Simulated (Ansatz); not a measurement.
**HfIn4SiO6 under changes of volume**

One of the cells (15.770 Å³/atom); the others are scaled copies at fixed shape and fractional positions:

```
Hf In Si O
1.0
     2.71585   -4.70357    0.00833
     2.71585    4.70357    0.00833
    -1.87915    0.00000    7.40127
Hf In Si O
1 4 1 6
Direct
  0.78835 0.21165 0.00000
  0.62175 0.37825 0.50000
  0.45502 0.54498 0.00000
  0.28407 0.71593 0.50000
  0.95814 0.04186 0.50000
  0.12168 0.87832 0.00000
  0.06219 0.11415 0.86666
  0.88585 0.93781 0.13334
  0.79490 0.53784 0.86663
  0.46216 0.20510 0.13337
  0.15352 0.62879 0.13333
  0.37121 0.84648 0.86667
```

The cell was built by a generator and needn't be a form met in nature.

- Program: Ansatz 0.2.0
- Functional: PBE
- Potentials or basis: all-electron LAPW, scalar-relativistic
- Cutoff: 356 eV (chosen from the basis error)
- Basis error allowed: 0.003 eV/atom
- k mesh: 4 × 4 × 3
- Occupations: fermi-dirac, width 0.05 eV
- Spin: no spin polarisation

| volume (Å³/atom) | energy over the lowest point (meV/atom) | pressure (GPa) | largest force (eV/Å) |
| --- | --- | --- | --- |
| 14.824 | 21.46 | 8.1 | 0.710 |
| 15.139 | 8.66 | 5.0 | 0.463 |
| 15.454 | 1.71 | 2.2 | 0.236 |
| 15.770 | 0.00 | -0.3 | 0.083 |
| 16.085 | 2.97 | -2.6 | 0.189 |
| 16.401 | ? | ? | ? |
| 16.716 | 21.03 | -6.4 | 0.524 |

What does the run at 16.401 Å³/atom give?

Energy over the lowest point 10.13 meV/atom; pressure -4.6 GPa; largest force 0.362 eV/Å.

Worked out: A Birch-Murnaghan fit of order 3 (a polynomial in V^(-2/3)) to the other rows has its minimum at 15.72 Å³/atom with B0 = V·E''(V) = 121 GPa and B' = 4.6 at fixed shape and positions, which overstates the stiffness. It gives 10.14 meV/atom at 16.401 Å³/atom, against the run's 10.13, and -dE/dV = -4.6 GPa, against -4.6.

Energies are extrapolated to zero smearing.

Caveats: the k mesh is thin for a metal, which can move the energy by tens of meV per atom.

The runs don't all hold the same shells in valence.
